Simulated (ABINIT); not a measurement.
A calculation with ABINIT 10.8.3 (patched build) of NbSi (ASE script, structure typed inline):

Contents of run.py:

```python
import json, os
import numpy as np
from ase.units import GPa
from ase.calculators.abinit import Abinit, AbinitProfile
from ase import Atoms

atoms = Atoms(['Nb', 'Si'],
              cell=[[0.0, 2.57383, 2.57383], [2.57383, 0.0, 2.57383], [2.57383, 2.57383, 0.0]],
              scaled_positions=[[0.0, 0.0, 0.0], [0.5, 0.5, 0.5]],
              pbc=True)

profile = AbinitProfile(command='abinit', pp_paths=[os.path.abspath('pseudos')])
params = dict(
    pps='pawxml', xc='PBE',
    ecut=435.3822,
    pawecutdg=870.7644,
    kptopt=1,
    ngkpt=[9, 9, 9],
    nshiftk=1,
    shiftk=[0.0, 0.0, 0.0],
    ixc=11,
    nband=13,
    occopt=3,
    tsmear=0.05,
    nstep=100,
    tolvrs=1e-09,
    prtwf=0,
    prtden=0,
)

atoms.calc = Abinit(profile=profile, directory='run', **params)
energy = atoms.get_potential_energy()
forces = atoms.get_forces()
stress = atoms.get_stress()
print(f'energy {energy:.6f} eV')
print('forces (eV/A)')
print(np.round(forces, 5))
print('stress (GPa, Voigt, tension positive)', np.round(stress / GPa, 4))
json.dump(dict(energy=energy, forces=forces.tolist(), stress=stress.tolist(), cell=atoms.cell.tolist(), frac=atoms.get_scaled_positions(wrap=False).tolist()), open('results.json', 'w'))
```

Potentials or basis: JTH PAW PBE v2.0.

The run is started by

```console
$ python run.py
```

The cell was built by a generator and needn't be a form met in nature.

Question: Write the same calculation in another form: native input, structure typed inline.

Answer: As run:

The input run.abi:

```
# Pseudopotentials
pp_dirpath "./"
pseudos "Nb.GGA_PBE-JTH.xml, Si.GGA_PBE-JTH.xml"

# Structure
acell 3*1.0 Angstrom
rprim
     0.0000000000     2.5738300000     2.5738300000
     2.5738300000     0.0000000000     2.5738300000
     2.5738300000     2.5738300000     0.0000000000
ntypat 2
znucl 41 14
natom 2
typat 1 2
xcart
     0.0000000000     0.0000000000     0.0000000000
     2.5738300000     2.5738300000     2.5738300000 Angstrom

# Plane-wave basis
ecut 16.0
pawecutdg 32.0

# k points
kptopt 1
ngkpt 9 9 9
nshiftk 1
shiftk 0.0 0.0 0.0

# Exchange and correlation
ixc 11

# Bands and occupations
nband 13
occopt 3
tsmear 0.05 eV

# SCF cycle
nstep 100
tolvrs 1.0e-9

# Output
iomode 3
prtwf 0
prteig 0
prtebands 0
prtden 1
prtvha 1
prtvclmb 1
prtpot 1
```

Potentials or basis: JTH PAW PBE v2.0.

Run with:

```bash
$ abinit run.abi > log 2>&1
```

Both were run:

|  | ASE script, structure typed inline | native input, structure typed inline |
| --- | --- | --- |
| Pressure | -0.3 GPa | -0.3 GPa |
| Band gap on the k mesh | none (metal or under the smearing width) | none (metal or under the smearing width) |
| Valence electrons inside the program's atomic spheres | Nb 10.19; Si 1.61 | Nb 10.19; Si 1.61 |

Keys that steer only the numerical path or the files written may differ.
